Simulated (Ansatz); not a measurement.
# Cr (Im-3m): equation of state

One table from this session's results is given with a row withheld; the runs are named, their logs left out.

Program: Ansatz 0.2.0. Level of theory: DFT r²SCAN, scalar-relativistic, plane waves, PAW. These are calculated values, not measurements.

## The system as given

It takes space group Im-3m (No. 229, cubic). The conventional cell has a = 2.959 Å, b = 2.959 Å, c = 2.959 Å, α = 90.00°, β = 90.00°, γ = 90.00°. Around Cr (site symmetry m-3m) lie 8 Cr at 2.56 Å.

As a file:

```cif
data_structure
_symmetry_space_group_name_H-M 'Im-3m'
_symmetry_Int_Tables_number 229
_cell_length_a 2.9594
_cell_length_b 2.9594
_cell_length_c 2.9594
_cell_angle_alpha 90.000
_cell_angle_beta 90.000
_cell_angle_gamma 90.000
_cell_volume 25.92
loop_
_atom_site_label
_atom_site_type_symbol
_atom_site_symmetry_multiplicity
_atom_site_Wyckoff_symbol
_atom_site_fract_x
_atom_site_fract_y
_atom_site_fract_z
_atom_site_occupancy
Cr1 Cr 2 a 0.00000 0.00000 0.00000 1
```

This cell comes from an earlier session at r²SCAN: 12.959 Å³/atom at 0.03 GPa, on a 16×16×16 mesh. The large moments point both ways and cancel.

Volume factors to run: 0.980, 1.020, 0.960, 1.040.

The first run:

Input file input.yaml:

```yaml
crystal:
  lattice:
    - [2.9394998078, 0.0, 0.0]
    - [0.0, 2.9394998078, 0.0]
    - [0.0, 0.0, 2.9394998078]
  atoms:
    - { symbol: Cr, position: [0.0, 0.0, 0.0], spin: 2.75 }
    - { symbol: Cr, position: [0.5, 0.5, 0.5], spin: -2.75 }
basis:
  ecutwfc: 500
  ecutrho_ratio: 4
kpoints:
  mp_grid: { grid: [16, 16, 16] }
hamiltonian:
  xc: r2scan
scf:
  occupations: { method: gaussian, width: 0.05 }
output:
  forces: true
  stress: true
  eigenvalues: true
  populations: true
magnetization:
  spin_polarized: true
```

Launch:

```sh
> ansatz run input.yaml --threads 1 --pin off --max-ram 2560MiB --backend cpu --events-out ev --progress --plain --runs-dir out
```

Among the steps run: Volume × 0.980; Volume × 1.020; Volume × 0.960; Scaling the volume by 1.040.

One of the session's tables, all rows but one given; the rest of the session is left out.

It belongs to the step «The fit». 

```
volume (Å³/atom)  energy (meV/atom)  pressure (GPa)  moment of atom 1 (μB)
          12.440               7.67            5.04                   2.33
          12.700               1.75            2.31                   2.42
          12.959               0.00            0.03                   2.50
          13.218                  ?               ?                      ?
          13.477               6.19           -3.68                   2.66
```

Estimate the missing values for volume (Å³/atom) = 13.218.

Worked estimate for «energy (meV/atom)». A straight line through the neighbours (12.959, 0.00) and (13.477, 6.19) gives 0.00 + (6.19 − 0.00) × (13.218 − 12.959) / (13.477 − 12.959) = 3.10; a parabola fitted to 3 rows on both sides gives 1.48.

**Answer.** energy (meV/atom): 1.54; pressure (GPa): -1.97; moment of atom 1 (μB): 2.58. In «energy (meV/atom)» the line misses by +1.56 and the parabola by -0.06.

To keep in mind: Warnings in the runs' records: stability check not made.
